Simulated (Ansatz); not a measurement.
**C₂HClFIn: one species, many methods**

How much do the methods differ for C₂HClFIn? The plan is to run it at one geometry with functionals of several rungs and with coupled cluster. The yardstick is the atomisation energy at the CCSD(T) limit.

Computed with Ansatz 0.2.0, Gaussian basis. Level: functionals in def2-TZVPP, the program's frozen cores in correlated methods.

Levels to be run: LDA (SPW92), PBE-D4, revPBE-D4, BLYP-D4, r2SCAN-D4, B97M-V, PBE0-D4, B3LYP-D4, r2SCANh-D4, r2SCAN0-D4, HSE06-D4, BHLYP-D4, CAM-B3LYP-D4, LC-ωPBE, ωB97X-V, ωB97M-V, B2PLYP, PBE-QIDH; CCSD(T)/def2-SVP; CCSD(T)/def2-TZVPP; CCSD(T)/def2-QZVPP; extrapolation to the limit; RPA on PBE.

### 1 Structure used throughout

An earlier PBE0-D4 in a triple-zeta def2 set relaxation fixed the geometry. In takes the def2 core potential; no spin-orbit term is included.

SMILES `C#[C][In]([F])[Cl]`, 6 atoms, charge 0, spin multiplicity 1.

Atoms are counted from 1 here; the program's logs count them from 0.

Bond lengths: C1–C2 1.206 Å, C1–H6 1.067 Å, C2–In3 2.048 Å, In3–F4 1.933 Å, In3–Cl5 2.293 Å. Angles: C2–C1–H6 179.8°, C1–C2–In3 179.4°, C2–In3–F4 120.7°, C2–In3–Cl5 127.6°, F4–In3–Cl5 111.7°.

### 2 LDA

This LDA is Slater exchange with PW92 correlation.

in.yaml reads:

```yaml
crystal:
  periodic: [false, false, false]
  atoms:
    - {symbol: C, position_ang: [1.088289, 0.340342, 1.700771]}
    - {symbol: C, position_ang: [0.438877, 0.120069, 0.708687]}
    - {symbol: In, position_ang: [-0.655837, -0.235726, -0.984702]}
    - {symbol: F, position_ang: [-1.773649, -1.806590, -1.123714]}
    - {symbol: Cl, position_ang: [-0.759172, 1.049481, -2.880924]}
    - {symbol: H, position_ang: [1.661502, 0.532424, 2.579872]}
basis:
  gaussian: {orbitals: def2-TZVPP}
hamiltonian: {xc: lda}
output: {orbitals: {seedname: orbitals}}
```

Run with:

```console
ansatz run in.yaml --threads 2 --pin off --events-out ev --progress --plain --max-ram 32768MiB --backend cpu
```

Further steps of the session: PBE-D4 (GGA); revPBE-D4 (GGA); BLYP-D4 (GGA); r2SCAN-D4 (meta-GGA); B97M-V (meta-GGA); PBE0-D4 (hybrid); B3LYP-D4 (hybrid); r2SCANh-D4 (hybrid); r2SCAN0-D4 (hybrid); HSE06-D4 (hybrid); BHLYP-D4 (hybrid); CAM-B3LYP-D4 (range-separated); LC-ωPBE (range-separated); ωB97X-V (range-separated); ωB97M-V (range-separated); B2PLYP (double hybrid); PBE-QIDH (double hybrid); CCSD(T) in def2-SVP; CCSD(T) in def2-TZVPP; CCSD(T) in def2-QZVPP; RPA on PBE orbitals.

Q: Predict the results of all the runs planned. Wanted: atomisation energy, CCSD(T)/CBS; farthest beyond LDA; mean size of error, GGA; mean size of error, meta-GGA; mean size of error, hybrid; mean size of error, range-separated; mean size of error, double hybrid; gap, smallest and largest; T1 diagnostic.

The runs gave:

```
                               quantity                                                                      value
        atomisation energy, CCSD(T)/CBS                                                                  23.308 eV
    functionals within 0.233 eV (1.0 %)  r2SCAN-D4, B97M-V, PBE0-D4, HSE06-D4, LC-ωPBE, ωB97X-V, ωB97M-V, PBE-QIDH
                    farthest beyond LDA                                                       BHLYP-D4 (-1.489 eV)
                mean size of error, GGA                                                                   0.410 eV
           mean size of error, meta-GGA                                                                   0.076 eV
             mean size of error, hybrid                                                                   0.575 eV
    mean size of error, range-separated                                                                   0.132 eV
      mean size of error, double hybrid                                                                   0.326 eV
              gap, smallest and largest                                      4.67 eV (BLYP-D4), 11.86 eV (LC-ωPBE)
                          T1 diagnostic                                                                     0.0151
triples share of the correlation energy                                                                      4.0 %
```

In words: The LDA atomisation energy is off by 3.671 eV (16 %): it overbinds. PBE-D4 is off by +0.587 eV. Double hybrids carry the basis error of their MP2 part in triple zeta, and no dispersion term here, so their miss is partly the set-up's. The rungs meta-GGA, range-separated miss on average by less than the doubt on the reference (0.233 eV), so they tie. The reference freezes the cores and leaves out spin-orbit coupling and excitations past (T), and its outer-core shells are covered unevenly, so misses under about 0.233 eV can't be ranked. All levels share the lack of spin-orbit coupling, which lowers the free heavy atoms and so the true binding. Hartree-Fock recovers 70 % of the binding; the rest is correlation. CCSD(T) in def2-SVP is off by -1.539 eV, more than most functionals: a good method in a small basis is no reference. Orbital gaps span 4.7 to 11.9 eV; exact exchange widens them. Correlated methods include outer-core shells of In, which these sets cover unevenly.
